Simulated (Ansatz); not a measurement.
# Si360, 360 atoms: a scaling test

Wanted: the time that a single point at PBE takes for Si360, and how the time changes with the share of the machine.

Program: Ansatz 0.2.0 (single point, PBE, plane waves PAW). Host: AMD EPYC 7R13 (Zen 3), 96 cores, 96 hardware threads, 1656 GiB, 8 × H100 80GB HBM3, 81559 MiB; it was booked for these runs alone, one at a time. Each run is timed once from launch to exit, start-up included.

## 1. The system

The cell holds 360 atoms in 7259 Å³, 6×6×5 copies of a database cell, with the atoms displaced at random so that no symmetry is left.

## 2. Baseline

Input file input.yaml:

```yaml
crystal:
  lattice:
    - [0.000000, 16.331106, 16.331106]
    - [16.331106, 0.000000, 16.331106]
    - [13.609255, 13.609255, 0.000000]
  atoms:
    - { symbol: Si, position: [0.045716, 0.040519, 0.050821] }
    - { symbol: Si, position: [0.000254, 0.001446, -0.002914] }
    - { symbol: Si, position: [0.040948, 0.040365, 0.247767] }
    - { symbol: Si, position: [-0.001461, -0.000888, 0.199404] }
    - { symbol: Si, position: [0.040096, 0.042398, 0.448862] }
    - { symbol: Si, position: [-0.005538, 0.002062, 0.399186] }
    - { symbol: Si, position: [0.040379, 0.042132, 0.650478] }
    - { symbol: Si, position: [0.000091, -0.001480, 0.600398] }
    - { symbol: Si, position: [0.039004, 0.044167, 0.847370] }
    - { symbol: Si, position: [-0.000358, 0.000033, 0.800455] }
    - { symbol: Si, position: [0.041240, 0.209170, 0.042446] }
    - { symbol: Si, position: [-0.000405, 0.166165, -0.001171] }
# [... 344 more atoms ...]
    - { symbol: Si, position: [0.873538, 0.874653, 0.648469] }
    - { symbol: Si, position: [0.833313, 0.831635, 0.600588] }
    - { symbol: Si, position: [0.875986, 0.875782, 0.848838] }
    - { symbol: Si, position: [0.834770, 0.830687, 0.798666] }
kpoints:
  mp_grid: { grid: [1, 1, 1] }
hamiltonian:
  xc: pbe
  pseudopotentials: { azcp: { folder: soft_1 } }
scf:
  occupations: { method: fixed }
output: { forces: true }
```

Run with:

```
$ ansatz run input.yaml --backend cuda --devices 0,1,2,3,4,5,6,7 --events-out ev --progress --plain --runs-dir out
```

## 3. On 1 GPU, 48 threads

input.yaml is that of step 2.

(Steps that only read results are left out.)

**Question.** How long do these runs take on this host, and what pays? Wanted: reference; fastest over GPUs; speed-up from 1 to 8 GPUs.

**Answer**, as computed:

| quantity | value |
| --- | --- |
| reference | 8.8 s on 8 GPUs, 48 threads |
| fastest over GPUs | 3.7 s on 1 |
| speed-up from 1 to 8 GPUs | 0.42 (5 % efficient) |

8 GPUs are no faster than 1: the job is too small for them. The figures hold for this build, input and host.
